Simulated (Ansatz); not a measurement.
# AlSiH2SF: ionisation energy by level of theory

Aim: the vertical ionisation energy of AlSiH2SF, as cation minus neutral at the neutral's geometry, on several levels, and how well −ε(HOMO) stands in for it.

Computed with Ansatz 0.2.0, Gaussian basis. Level: unrestricted cation, the program's frozen cores in correlated methods.

The runs, in order: UKS PBE-D4/def2-TZVPP; UKS r2SCAN-D4/def2-TZVPP; UKS PBE0-D4/def2-TZVPP; UKS B3LYP-D4/def2-TZVPP; UKS wB97X-V/def2-TZVPP; UKS wB97M-V/def2-TZVPP; UKS B2PLYP/def2-TZVPP; UHF-CCSD(T)/def2-TZVPP; UHF-MP2/def2-QZVPP; extrapolation to the limit; then −ε(HOMO) from the neutral's earlier runs with LDA (SPW92), PBE-D4, revPBE-D4, BLYP-D4, r2SCAN-D4, B97M-V, PBE0-D4, B3LYP-D4, r2SCANh-D4, r2SCAN0-D4, HSE06-D4, BHLYP-D4, CAM-B3LYP-D4, LC-ωPBE, ωB97X-V, ωB97M-V.

**1. The relaxed structure**

All runs share one geometry, relaxed beforehand with PBE0-D4 in a triple-zeta def2 set.

SMILES `[F][Al]1[SiH2][S]1`, 6 atoms, charge 0, spin multiplicity 1.

Atoms are counted from 1 here; the program's logs count them from 0.

Bond lengths: F1–Al2 1.638 Å, Al2–Si3 2.303 Å, Al2–S4 2.154 Å, Si3–S4 2.221 Å, Si3–H5 1.486 Å, Si3–H6 1.486 Å. Angles: F1–Al2–Si3 163.0°, F1–Al2–S4 137.4°, Si3–Al2–S4 59.7°, Al2–Si3–S4 56.8°, Al2–Si3–H5 125.1°, Al2–Si3–H6 125.1°, S4–Si3–H5 112.8°, S4–Si3–H6 112.8°, H5–Si3–H6 108.9°, Al2–S4–Si3 63.5°.

**2. Cation, UKS PBE-D4/def2-TZVPP**

in.yaml reads:

```yaml
crystal:
  periodic: [false, false, false]
  atoms:
    - {symbol: F, position_ang: [-0.301951, -2.925431, 0.620876]}
    - {symbol: Al, position_ang: [-0.235288, -1.339744, 0.216118]}
    - {symbol: Si, position_ang: [0.432768, 0.854427, 0.012993]}
    - {symbol: S, position_ang: [-1.422093, 0.058739, -0.914031]}
    - {symbol: H, position_ang: [1.404038, 1.362860, -0.989716]}
    - {symbol: H, position_ang: [0.164624, 1.925048, 1.007560]}
basis:
  gaussian: {orbitals: def2-TZVPP}
total_charge: 1
magnetization: {spin_polarized: true, initial_magnetization: 1}
hamiltonian: {xc: pbe, dispersion: d4}
```

Command:

```console
> ansatz run in.yaml --threads 2 --pin off --events-out ev --progress --plain --max-ram 4352MiB
```

Further steps of the session: Cation, UKS r2SCAN-D4/def2-TZVPP; Cation, UKS PBE0-D4/def2-TZVPP; Cation, UKS B3LYP-D4/def2-TZVPP; Cation, UKS wB97X-V/def2-TZVPP; Cation, UKS wB97M-V/def2-TZVPP; Cation, UKS B2PLYP (frozen core)/def2-TZVPP; Cation, UHF-CCSD(T)/def2-TZVPP; Cation, UHF-MP2/def2-QZVPP.

Q: Predict the results of all the runs planned. Wanted: ionisation energy, CCSD(T)/CBS; nearest functional by difference; nearest −ε(HOMO); −ε(HOMO) of PBE; T1 of the cation.

The runs gave:

| quantity | value |
| --- | --- |
| ionisation energy, CCSD(T)/CBS | 9.13 eV |
| nearest functional by difference | ωB97M-V (-0.08 eV) |
| nearest −ε(HOMO) | ωB97X-V (-0.05 eV) |
| −ε(HOMO) of PBE | 5.94 eV |
| T1 of the cation | 0.019 |

**Reading.** By cation minus neutral, the functionals miss by 0.26 eV at most. −ε(HOMO) of PBE misses by 3.2 eV, since self-interaction lifts the level. Among orbital estimates ωB97X-V comes nearest. Hartree-Fock falls 0.94 eV short, as the neutral has more correlation energy than the cation. The cation may have settled in a state other than its lowest; no search over hole states beyond the program's own was made.
